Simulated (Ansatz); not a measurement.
# In2Ge2O3: the cost of one run

Program: Ansatz 0.2.0. Level of theory: DFT PBE, scalar-relativistic, plane waves, PAW, unless a step names another level. These are calculated values, not measurements.

2 further runs of the same task are left out: 2 that didn't finish. Runs told in other sessions of the task aren't counted.

## 1. The structure to begin with

It takes space group P321 (No. 150, trigonal). The conventional cell has a = 5.226 Å, b = 5.226 Å, c = 7.875 Å, α = 90.00°, β = 90.00°, γ = 120.00°. In (site symmetry 3) has 3 O at 2.57 Å in its first shell of neighbours. Around Ge (site symmetry 3) lie 3 O at 1.93 Å. O (site symmetry 2) is surrounded by 2 Ge at 1.93 Å and 2 In at 2.57 Å.

As a file:

```cif
data_structure
_symmetry_space_group_name_H-M 'P321'
_symmetry_Int_Tables_number 150
_cell_length_a 5.2260
_cell_length_b 5.2260
_cell_length_c 7.8752
_cell_angle_alpha 90.000
_cell_angle_beta 90.000
_cell_angle_gamma 120.000
_cell_volume 186.26
loop_
_atom_site_label
_atom_site_type_symbol
_atom_site_symmetry_multiplicity
_atom_site_Wyckoff_symbol
_atom_site_fract_x
_atom_site_fract_y
_atom_site_fract_z
_atom_site_occupancy
In1 In 2 c 0.00000 0.00000 0.26738 1
Ge1 Ge 2 d 0.33333 0.66667 0.61314 1
O1 O 3 f 0.65437 0.00000 0.50000 1
```

It came out lowest among 20 distinct ends of the trial cells. At a tolerance of 0.02 Å it has space group P321 (No. 150).

## 2. Tight relaxation for the response runs, on the response runs' mesh and smearing

input.yaml

```yaml
crystal:
  lattice:
    - [5.2259890213, 0.0, 0.0]
    - [-2.6129945106, 4.5258392524, 0.0]
    - [0.0, 0.0, 7.87516786]
  atoms:
    - { symbol: In, position: [0.0, 0.0, 0.2673794063] }
    - { symbol: In, position: [0.0, 0.0, 0.7326205937] }
    - { symbol: Ge, position: [0.3333333333, 0.6666666667, 0.6131434911] }
    - { symbol: Ge, position: [0.6666666667, 0.3333333333, 0.3868565089] }
    - { symbol: O, position: [0.654367047, 0.0, 0.5] }
    - { symbol: O, position: [0.0, 0.654367047, 0.5] }
    - { symbol: O, position: [0.345632953, 0.345632953, 0.5] }
basis:
  ecutwfc: 420
kpoints:
  mp_grid: { grid: [6, 6, 4] }
hamiltonian:
  xc: pbe
scf:
  occupations: { method: fixed }
output:
  forces: true
  stress: true
  eigenvalues: true
relax:
  adjacent_minimum: "off"
  f_tol: 0.001
  max_steps: 60
  cell: { stress_tol: 0.01 }
```

Launch:

```console
> ansatz run input.yaml --threads 3 --pin off --max-ram 7680MiB --backend cpu --events-out ev --progress --plain --runs-dir out
```

**Question.** How long does this run take on 3 threads of AMD EPYC 9R45 (Zen 5), shared host, and how much memory does it need?

About 31 s, with a peak of 0.6 GiB.
